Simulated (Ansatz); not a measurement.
# Ca: the cost of one run

Method: DFT r2SCAN, scalar-relativistic, plane waves, PAW, in Ansatz 0.2.0.

## Step 1: Starting point

The structure is tetragonal, space group I4/mmm (No. 139). Conventional cell: a = 4.410 Å, b = 4.410 Å, c = 4.392 Å, α = 90.00°, β = 90.00°, γ = 90.00°. Ca (site symmetry 4/mmm) is surrounded by 8 Ca at 3.81 Å.

Coordinates:

```xyz
1
Lattice="-2.2052 2.2052 2.1961 2.2052 -2.2052 2.1961 2.2052 2.2052 -2.1961" Properties=species:S:1:pos:R:3 pbc="T T T"
Ca    0.0000    0.0000    2.1961
```

The structure comes from the Materials Project (structure only).

## Step 2: Functional and cell changed: r2SCAN

Against the listed cell: strain xx, yy, zz, yz, xz, xy = -4.1, -4.1, +4.9, +0.0, +0.0, +0.0 %.

Contents of input.yaml:

```yaml
crystal:
  lattice:
    - [-2.1157838448, 2.1157838448, 2.3047126874]
    - [2.1157838448, -2.1157838448, 2.3047126874]
    - [2.1157838448, 2.1157838448, -2.3047126874]
  atoms:
    - { symbol: Ca, position: [0.5, 0.5, 0.0] }
basis:
  ecutwfc: 500
kpoints:
  mp_grid: { grid: [14, 14, 14] }
hamiltonian:
  xc: r2scan
scf:
  occupations: { method: gaussian, width: 0.1 }
output:
  forces: true
  stress: true
  eigenvalues: true
  write_density: true
  write_potential: true
  elf: true
  volumetric_format: npy
```

On the command line:

```sh
$ ansatz run input.yaml --threads 1 --pin off --max-ram 1331MiB --backend cpu --events-out ev --progress --plain --runs-dir out
```

What time and memory should one allow on 1 thread of an Arm CPU, shared host?

About 13 s, with a peak of 0.49 GiB.
